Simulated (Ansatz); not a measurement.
# EuSb (zincblende): how the settings move a single-point run

How sensitive is a single-point run of EuSb (zincblende) to its settings? A reference run comes first, then two runs with altered input.

Program: Ansatz 0.2.0. Level of theory: reference: DFT LDA+U, scalar-relativistic, plane waves, PAW. These are calculated values, not measurements.

4 further runs of the same task are left out: 4 set aside as unsound or not needed. Runs told in other sessions of the task aren't counted.

## 1. The system as given

Symmetry: F-43m, No. 216, cubic system. Conventional cell: a = 7.122 Å, b = 7.122 Å, c = 7.122 Å, α = 90.00°, β = 90.00°, γ = 90.00°. Eu (site symmetry -43m) has 4 Sb at 3.08 Å in its first shell of neighbours. Around Sb (site symmetry -43m) lie 4 Eu at 3.08 Å.

Coordinates:

```cif
data_structure
_symmetry_space_group_name_H-M 'F-43m'
_symmetry_Int_Tables_number 216
_cell_length_a 7.1219
_cell_length_b 7.1219
_cell_length_c 7.1219
_cell_angle_alpha 90.000
_cell_angle_beta 90.000
_cell_angle_gamma 90.000
_cell_volume 361.24
loop_
_atom_site_label
_atom_site_type_symbol
_atom_site_symmetry_multiplicity
_atom_site_Wyckoff_symbol
_atom_site_fract_x
_atom_site_fract_y
_atom_site_fract_z
_atom_site_occupancy
Eu1 Eu 4 a 0.00000 0.00000 0.00000 1
Sb1 Sb 4 d 0.25000 0.25000 0.75000 1
```

## 2. The reference run

Input file input.yaml:

```yaml
crystal:
  lattice:
    - [0.0, 3.5609606588, 3.5609606588]
    - [3.5609606588, 0.0, 3.5609606588]
    - [3.5609606588, 3.5609606588, 0.0]
  atoms:
    - { symbol: Eu, position: [0.0, 0.0, 0.0], spin: 7.54 }
    - { symbol: Sb, position: [0.25, 0.25, 0.25] }
basis:
  ecutwfc: 420
  ecutrho_ratio: 4
kpoints:
  mp_grid: { grid: [8, 8, 8] }
hamiltonian:
  xc: lda
  hubbard:
    sites:
      - { species: Eu, l: f, u_eff: 4.0, starting_ns: start.occupation_matrices }
    ns_hold: { iters: 6 }
scf:
  occupations: { method: gaussian, width: 0.05 }
  lower_state_search: "off"
output:
  forces: true
  stress: true
  eigenvalues: true
  populations: true
  hubbard: { sites: [{ species: Eu, l: f }] }
magnetization:
  spin_polarized: true
```

On the command line:

```bash
$ ansatz run input.yaml --threads 4 --pin off --max-ram 9216MiB --backend cpu --events-out ev --progress --plain --runs-dir out
```

## 3. Variant: starting moments, no typed starting occupations, lower_state_search left out

Input file input.yaml:

```yaml
crystal:
  lattice:
    - [0.0, 3.5609606588, 3.5609606588]
    - [3.5609606588, 0.0, 3.5609606588]
    - [3.5609606588, 3.5609606588, 0.0]
  atoms:
    - { symbol: Eu, position: [0.0, 0.0, 0.0], spin: 0.2 }
    - { symbol: Sb, position: [0.25, 0.25, 0.25], spin: 0.2 }
basis:
  ecutwfc: 420
  ecutrho_ratio: 4
kpoints:
  mp_grid: { grid: [8, 8, 8] }
hamiltonian:
  xc: lda
  hubbard: { sites: [{ species: Eu, l: f, u_eff: 4.0 }] }
scf:
  occupations: { method: gaussian, width: 0.05 }
output:
  forces: true
  stress: true
magnetization:
  spin_polarized: true
```

## 4. Changing settings: ecutwfc 51.4 Ry, hubbard.sites [{species: Eu, l: f, u_eff: 6.0}], hubbard.double_counting fll, mixing.algorithm anderson, mixing.beta 0.3, mixing.ndim 8, no typed starting occupations, lower_state_search left out

Input file input.yaml:

```yaml
crystal:
  lattice:
    - [0.0, 3.5609606588, 3.5609606588]
    - [3.5609606588, 0.0, 3.5609606588]
    - [3.5609606588, 3.5609606588, 0.0]
  atoms:
    - { symbol: Eu, position: [0.0, 0.0, 0.0], spin: 6.0 }
    - { symbol: Sb, position: [0.25, 0.25, 0.25] }
basis:
  ecutwfc: "51.4 Ry"
  ecutrho_ratio: 4
kpoints:
  mp_grid: { grid: [8, 8, 8] }
hamiltonian:
  xc: lda
  hubbard: { sites: [{ species: Eu, l: f, u_eff: 6.0 }], double_counting: fll }
scf:
  occupations: { method: gaussian, width: 0.05 }
  mixing: { algorithm: anderson, beta: 0.3, ndim: 8 }
output:
  forces: true
  stress: true
magnetization:
  spin_polarized: true
```

Before running it: what results should come out? Wanted: for each run, ending; energy change; pressure; gap; abs. moment; force.

**Answer**, as computed:

```
                                                                                                                                                                                                                    run     ending                                                    energy change  pressure (GPa)  gap (eV)  abs. moment (μB)  force (eV/Å)  cycles  time
                                                                                                                                                                                                              reference  converged                                                                0             0.0      0.00              7.32          0.00      26  13 s
                                                                                                                                        1: starting moments, no typed starting occupations, lower_state_search left out  converged                                                     0.0 meV/atom             0.0      0.00              7.32          0.00      46  58 s
2: ecutwfc 51.4 Ry, hubbard.sites [{species: Eu, l: f, u_eff: 6.0}], hubbard.double_counting fll, mixing.algorithm anderson, mixing.beta 0.3, mixing.ndim 8, no typed starting occupations, lower_state_search left out  converged  +15.6 meV/atom (Hubbard term changed: no physical gain or loss)             0.9      0.00              8.00          0.00      31  47 s
```

Times don't compare one to one where runs were asked for different outputs or read a saved state (see the inputs); cycles may leave out searches for a lower state.

Residual by cycle in the longest SCF loop of each run; runs are numbered as in the table. The quantity is the density residual dr2, in eV.

```
cycle  reference    run 1    run 2
    1       3.59     2.61     2.26
    4     0.0565    0.156   0.0595
    7    0.00666    0.025    0.161
   10    0.00808  0.00329   0.0124
   13     2.2e-4   5.5e-4  0.00364
   16     8.6e-6  0.00707    0.695
   18     1.5e-5  0.00623   0.0767
   21     3.5e-6  0.00666   9.8e-4
   24     1.9e-8    0.377        -
   27          -     1.31        -
   30          -   0.0136        -
   33          -   1.0e-4        -
```

**Reading.** «starting moments, no typed starting occupations, lower_state_search left out» leaves the energy as it was. A changed U is a change of model: its shifts are not errors of convergence.
